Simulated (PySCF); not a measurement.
# The bond of K₂, level by level

An exercise on one series of results from a longer session: the logs are not shown, and one member is left open.

Method: K def2-TZVPP, no relativity; program: PySCF 2.14.0.

The first run:

Settings of the job:

| Property | Result |
| --- | --- |
| atoms | K, K |
| charge | 0 |
| basis | K def2-TZVPP |
| Hamiltonian | no relativity |
| basis functions | 66 |
| electrons treated | 38 |
| masses in u | 38.9637, 38.9637 |
| levels | PBE0, PBE, r²SCAN, revPBE, B97-3, M06, M06-L, ωB97X, HF, MP2, SCS-MP2, CCSD, CCSD(T) |
| grid | 80 radial by 434 angular points |
| occupations | held fixed by the projection of orbital angular momentum |
| dissociation limit | K + K, each in its ground configuration |
| starting distance in angstrom | 3.890 |
| values of 2S to try | 0, 2 |

Among the steps run: Set-up; The PBE0 curve of the state that the search chose; Excited determinants; PBE; r²SCAN; revPBE; B97-3 (global hybrid GGA); M06; M06-L (meta-GGA); ωB97X (range-separated hybrid); RHF (mean field); MP2 and coupled cluster.

One table of the session follows, with a row left open; its other results are not shown here.

Energy (eV) from each level's lowest point:

```
R (Å)    RHF  RHF-MP2  RHF-SCS-MP2  RHF-CCSD  RHF-CCSD(T)
3.449  0.200    0.092        0.108       n/a          n/a
3.609  0.115    0.039        0.049     0.055        0.053
3.769  0.056    0.009        0.015     0.018        0.018
3.890  0.027    0.000        0.003     0.004        0.004
4.010      ?        ?            ?         ?            ?
4.130  0.000    0.010        0.006     0.004        0.004
4.291  0.001    0.032        0.024     0.020        0.019
4.491  0.019    0.073        0.061     0.053        0.050
4.732  0.060    0.137        0.120     0.107        0.099
5.053  0.135    0.235        0.213       n/a          n/a
```

Q: Estimate the row for R (Å) = 4.010 from the others.

Worked estimate for «RHF». A straight line through the neighbours (3.890, 0.027) and (4.130, 0.000) gives 0.027 + (0.000 − 0.027) × (4.010 − 3.890) / (4.130 − 3.890) = 0.014; a parabola fitted to 4 rows on both sides gives 0.009.

As computed: RHF: 0.009; RHF-MP2: 0.001; RHF-SCS-MP2: 0.000; RHF-CCSD: 0.000; RHF-CCSD(T): 0.000. In «RHF» the line misses by +0.005 and the parabola by 0.000.

State 2 has its PBE0 minimum 0.47 eV higher. State 3 has its PBE0 minimum 1.24 eV higher. The other levels ran on the lowest alone.
